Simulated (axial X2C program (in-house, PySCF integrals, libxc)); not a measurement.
# GaSi⁻: from the state search to constants

What are the state, bond length, wavenumber and bond energy of GaSi⁻, and what does spin–orbit coupling change?

The runs use an in-house X2C program for linear molecules on PySCF integrals; all-electron X2C, Ga dyall-acv3z, Si dyall-av3z.

All values are calculated.

## 1. Set-up

task.json reads:

```json
{"zs": [31, 14], "q": -1, "bas": ["dyall-acv3z", "dyall-av3z"], "levels": ["PBE0", "HF", "TPSSh"], "cc": true, "r0": 2.4, "thr": -1.0, "nmax": 90, "npts": 10, "nst": 2, "ntry": 6}
```

Keys: zs atomic numbers; q charge; bas basis sets; levels methods (HF also brings MP2); cc coupled cluster on or off; r0 starting distance in Å; thr threshold in hartree for freezing inner shells (an s shell follows its p shell); nmax most natural virtual spinors; npts points asked for on the curve; nst determinants followed; ntry starts of the search.

Run with:

```console
> python so2c.py task.json out
```

Spin-free means the one-electron spin-free X2C Hamiltonian; two-component (2c) means X2C with spin–orbit coupling and atomic mean-field two-electron Coulomb and Gaunt terms. Basis: Ga dyall-acv3z contracted to [10s10p8d5f1g], Si dyall-av3z contracted to [9s8p3d2f]; Gaussian nuclei, density fitting. Masses: Ga 68.926 u, Si 27.977 u.

Notation: σ, π±, δ± give the projection m of an orbital's angular momentum (0, ±1, ±2), α and β its spin, Λ and M_S the sums; ω is the projection of a spinor's total angular momentum and Ω the sum. Logs are in hartree.

The results follow Hamiltonian by Hamiltonian and level by level.

## 2. State search with PBE0

Determinants are compared with PBE0 at 2.400 Å.

Spin-free determinants:

| ΔE (eV) | state | open shells |
| --- | --- | --- |
| 0.00 | M_S = 1, Λ = 0 | beyond closed shells: π+α, π-α |
| 0.11 | M_S = 1, Λ = 1 | beyond closed shells: σα, π+α, π+β, π-α |
| 0.24 | M_S = 0, Λ = 1 | beyond closed shells: σβ, π+α, π+β, π-α |
| 0.61 | M_S = 0, Λ = 0 | beyond closed shells: π+β, π-α |
| 0.61 | M_S = 0, Λ = 2 | beyond closed shells: π+α, π+β |
| 1.00 | M_S = 0, Λ = 0 | closed shell |
| 1.08 | M_S = 2, Λ = 1 | beyond closed shells: σα, 2 × π+α, π-α |

Two-component determinants:

```csv
ΔE (eV),state,open shells
0.00,Ω = 1,"excess of +ω over −ω: ω = -1/2, ω = 3/2"
0.09,Ω = 2,"excess of +ω over −ω: ω = 1/2, ω = 3/2"
0.26,Ω = 1,excess of +ω over −ω: 2 × ω = 1/2
0.58,Ω = 0,closed shell
0.64,Ω = 0,closed shell
1.10,Ω = 3,excess of +ω over −ω: 2 × ω = 3/2
1.49,Ω = 0,"excess of +ω over −ω: 3 × ω = 1/2, ω = -3/2"
```

## 3. PBE0, spin-free

State followed: M_S = 1, Λ = 0 (beyond closed shells: π+α, π-α). The scan is laid around 2.434 Å, a first estimate of the minimum, and this SCF restarts from the orbitals of the search.

The SCF at the reference distance of 2.434 Å:

```text
spin-free X2C-1e  PBE0
basis functions 186  fitting functions 1045  grid points 5084
iter        total energy     max residual
   1      -2231.997858036     1.82e+00
   2      -2233.619443787     2.14e-02
   3      -2233.609289100     3.80e-02
   4      -2233.636696420     3.11e-03
   5      -2233.637222934     7.33e-04
   6      -2233.637237770     2.36e-04
   7      -2233.637238580     1.10e-04
   8      -2233.637239047     4.49e-05
   9      -2233.637239127     3.37e-06
  10      -2233.637239130     9.64e-07
  11      -2233.637239130     3.44e-07
converged
one-electron -3307.91951960  Coulomb 1076.75081637  exact exchange -23.73106426  xc functional -73.09363825  nuclear repulsion 94.35616661
```

Along the bond, energies from the lowest point:

| R (Å) | E (eV) | μ (D) | HOMO (eV) | LUMO (eV) | iterations |
| --- | --- | --- | --- | --- | --- |
| 2.118 | 0.5316 | -1.56 | 0.35 | 1.67 | 13 |
| 2.215 | 0.2196 | -2.01 | 0.32 | 1.77 | 13 |
| 2.288 | 0.0859 | -2.35 | 0.30 | 1.83 | 12 |
| 2.361 | 0.0178 | -2.69 | 0.28 | 1.88 | 12 |
| 2.434 | 0.0000 | -3.02 | 0.27 | 1.93 | 11 |
| 2.519 | 0.0278 | -3.40 | 0.27 | 1.97 | 12 |
| 2.604 | 0.0942 | -3.77 | 0.26 | 1.99 | 12 |
| 2.714 | 0.2186 | -4.22 | 0.27 | 2.02 | 13 |
| 2.848 | 0.4080 | -4.72 | 0.28 | 2.02 | 14 |
| 3.042 | 0.7156 | -5.33 | 0.30 | 2.00 | 15 |

Dipoles are positive if Si is the positive end and refer to the centre of mass.

Outer orbitals at the reference distance:

| symmetry | occupied | ε (eV) | atomic character |
| --- | --- | --- | --- |
| δ+α | yes | -17.13 | 100% Ga d |
| δ-α | yes | -17.13 | 100% Ga d |
| δ+β | yes | -17.10 | 100% Ga d |
| δ-β | yes | -17.10 | 100% Ga d |
| π-α | yes | -16.95 | 100% Ga d |
| π+α | yes | -16.95 | 100% Ga d |
| π-β | yes | -16.93 | 100% Ga d |
| π+β | yes | -16.93 | 100% Ga d |
| σα | yes | -16.93 | 100% Ga d |
| σβ | yes | -16.92 | 100% Ga d |
| σα | yes | -8.19 | 53% Si s, 24% Ga s, 11% Ga p |
| σβ | yes | -6.90 | 46% Si s, 31% Ga s, 8% Ga p |
| σα | yes | -4.31 | 41% Ga s, 22% Si p, 18% Si s |
| σβ | yes | -3.66 | 35% Ga s, 24% Si s, 20% Si p |
| π+α | yes | -0.71 | 64% Si p, 25% Ga p, 6% Ga d |
| π-α | yes | -0.71 | 64% Si p, 25% Ga p, 6% Ga d |
| σα | yes | 0.00 | 41% Si p, 37% Ga p, 12% Ga s |
| σβ | yes | 0.27 | 40% Si p, 37% Ga p, 12% Ga s |
| π-β | no | 1.93 | 52% Ga p, 43% Si p |
| π+β | no | 1.93 | 52% Ga p, 43% Si p |
| σα | no | 2.31 | 89% Ga p, 6% Si p, 2% Ga s |
| σβ | no | 2.34 | 93% Ga p, 4% Si p |

PBE0 fields in the half plane through the axis: z from -2.4 to 4.8 Å across, distance from the axis 0.15 to 2.25 Å upwards; Ga lies at z = 0 and Si at z = 2.434 Å; the ELF is damped to zero where the density is low.

log10 density (e/bohr³). Ten even steps from '0' (-3.63 ) to '9' (1.37 ):
```
0000111111111111111110000
0011112222222222222211100
0111222222222223332222110
1122233333333333333322211
1122334444333444444332211
1223344555444444444433221
1223445777544445655443321
1233456898654557985443321
```

ELF. Ten even steps from '0' (0.04 ) to '9' (0.96 ):
```
0123332110112334444332100
2456654321124455566654310
4688876432234566677776542
7899986432345677788888763
8999975222256777789999875
9999862111147872128999986
9999831464137820511999987
9999723727228808580799997
```

Re = 2.428 Å, ωe = 319 cm⁻¹, ωexe = 1.13 cm⁻¹, Be = 0.1437 cm⁻¹, De = 2.24 eV, μ = -3.00 D.

## 4. HF, spin-free

The SCF at the reference distance of 2.434 Å:

```text
spin-free X2C-1e  HF
basis functions 186  fitting functions 1045  grid points 5084
iter        total energy     max residual
   1      -2231.736793660     1.41e-01
   2      -2231.764160164     9.19e-03
   3      -2231.765490734     6.66e-03
   4      -2231.766120520     1.53e-03
   5      -2231.766275800     7.28e-04
   6      -2231.766330041     3.69e-04
   7      -2231.766345162     1.91e-04
   8      -2231.766349934     7.82e-05
   9      -2231.766351027     3.41e-05
  10      -2231.766351175     1.44e-05
  11      -2231.766351212     8.77e-06
  12      -2231.766351226     4.91e-06
  13      -2231.766351231     1.51e-06
  14      -2231.766351232     7.50e-07
converged
one-electron -3308.07003082  Coulomb 1077.02482682  exact exchange -95.07731384  xc functional 0.00000000  nuclear repulsion 94.35616661
```

Re = 2.431 Å, ωe = 330 cm⁻¹, ωexe = 1.26 cm⁻¹, Be = 0.1433 cm⁻¹, De = 1.10 eV, μ = -3.38 D.

## 5. TPSSh, spin-free

The SCF at the reference distance of 2.434 Å:

```text
spin-free X2C-1e  TPSSh
basis functions 186  fitting functions 1045  grid points 5084
iter        total energy     max residual
   1      -2233.994291245     2.69e-02
   2      -2233.994857961     7.66e-03
   3      -2233.994646728     8.77e-03
   4      -2233.995445819     5.24e-04
   5      -2233.995440649     5.57e-04
   6      -2233.995455777     4.16e-05
   7      -2233.995455842     2.20e-05
   8      -2233.995455866     6.99e-06
   9      -2233.995455867     2.29e-06
converged
one-electron -3307.53247555  Coulomb 1076.34267065  exact exchange -9.48958979  xc functional -87.67222780  nuclear repulsion 94.35616661
```

Re = 2.433 Å, ωe = 312 cm⁻¹, ωexe = 1.16 cm⁻¹, Be = 0.1431 cm⁻¹, De = 2.26 eV, μ = -2.96 D.

## 6. Correlated methods, spin-free

Correlated methods: 8 electrons correlated (frozen shells, counted by type: Ga 3 s, 2 p, 1 d; Si 2 s, 1 p), 294 virtual spinors in MP2, 90 natural virtuals in coupled cluster.

Output of the correlated part at 2.434 Å:

```text
correlated 8  virtual 294  natural virtual 90  E(MP2) -0.146260425  MP2 remainder -0.004943241
iter   CCSD correlation   residual
   1     -0.160483403   1.37e-01
   2     -0.168275177   5.53e-02
   3     -0.169066754   1.76e-02
   4     -0.169290986   7.79e-03
   5     -0.169318115   3.29e-03
   6     -0.169314944   1.50e-03
   7     -0.169327007   5.98e-04
   8     -0.169327309   1.92e-04
   9     -0.169326590   7.14e-05
  10     -0.169326865   2.40e-05
  11     -0.169326902   9.29e-06
  12     -0.169327001   3.42e-06
  13     -0.169327016   1.41e-06
(T) -0.009937653  T1 0.0342  D1 0.0527  max T2 0.054
```

T1 in the output is the amplitude norm over the root of the electron number; divide by √2 for the Lee–Taylor value.

MP2: Re = 2.439 Å, ωe = 327 cm⁻¹, Be = 0.1424 cm⁻¹, De = 2.03 eV.

CCSD: Re = 2.446 Å, ωe = 320 cm⁻¹, ωexe = 1.21 cm⁻¹, Be = 0.1416 cm⁻¹, De = 2.01 eV. T1 at Re = 0.025 (Lee–Taylor, the printed value over √2).

CCSD(T): Re = 2.455 Å, ωe = 314 cm⁻¹, ωexe = 1.16 cm⁻¹, Be = 0.1405 cm⁻¹, De = 2.13 eV. T1 at Re = 0.025 (Lee–Taylor, the printed value over √2).

## 7. A higher determinant, spin-free

State: M_S = 1, Λ = 1 (beyond closed shells: σα, π+α, π+β, π-α).

Output at the reference distance:

```text
spin-free X2C-1e  PBE0
basis functions 186  fitting functions 1045  grid points 5084
iter        total energy     max residual
   1      -2232.024234843     1.82e+00
   2      -2233.614237275     2.23e-02
   3      -2233.593947392     4.08e-02
   4      -2233.630850772     6.54e-03
   5      -2233.630726043     5.80e-03
   6      -2233.632125360     6.19e-04
   7      -2233.632135152     2.39e-04
   8      -2233.632136661     5.14e-05
   9      -2233.632137043     4.75e-05
  10      -2233.632137372     3.64e-05
  11      -2233.632137627     1.18e-05
  12      -2233.632137671     1.34e-06
  13      -2233.632137672     4.11e-07
converged
one-electron -3307.60052881  Coulomb 1076.40149619  exact exchange -23.71994890  xc functional -73.06932277  nuclear repulsion 94.35616661
```

| R (Å) | E above the lowest PBE0 point (eV) |
| --- | --- |
| 2.118 | 0.292 |
| 2.215 | 0.123 |
| 2.288 | 0.080 |
| 2.361 | 0.090 |
| 2.434 | 0.139 |
| 2.519 | 0.229 |
| 2.604 | 0.343 |
| 2.714 | 0.503 |
| 2.848 | 0.697 |

Re = 2.308 Å, ωe = 351 cm⁻¹, ωexe = 1.6 cm⁻¹, Be = 0.1591 cm⁻¹, μ = -3.49 D. Te = 0.08 eV.

## 8. The spin-free curves together

Energy (eV) of the followed determinant, spin-free, from each level's lowest point:

| R (Å) | PBE0 | HF | MP2 | CCSD | CCSD(T) | TPSSh |
| --- | --- | --- | --- | --- | --- | --- |
| 2.118 | 0.532 | 0.587 | 0.607 | n/a | n/a | 0.533 |
| 2.215 | 0.220 | 0.245 | 0.260 | 0.268 | 0.282 | 0.224 |
| 2.288 | 0.086 | 0.097 | 0.108 | 0.114 | 0.123 | 0.090 |
| 2.361 | 0.018 | 0.021 | 0.026 | 0.029 | 0.034 | 0.020 |
| 2.434 | 0.000 | 0.000 | 0.000 | 0.000 | 0.000 | 0.000 |
| 2.519 | 0.028 | 0.028 | 0.022 | 0.018 | 0.012 | 0.024 |
| 2.604 | 0.094 | 0.097 | 0.088 | 0.077 | 0.065 | 0.085 |
| 2.714 | 0.219 | 0.225 | 0.217 | 0.196 | 0.177 | 0.202 |
| 2.848 | 0.408 | 0.410 | 0.435 | n/a | n/a | 0.381 |
| 3.042 | 0.716 | 0.645 | 0.869 | n/a | n/a | 0.673 |

(Part 1 of 2 ends here.)
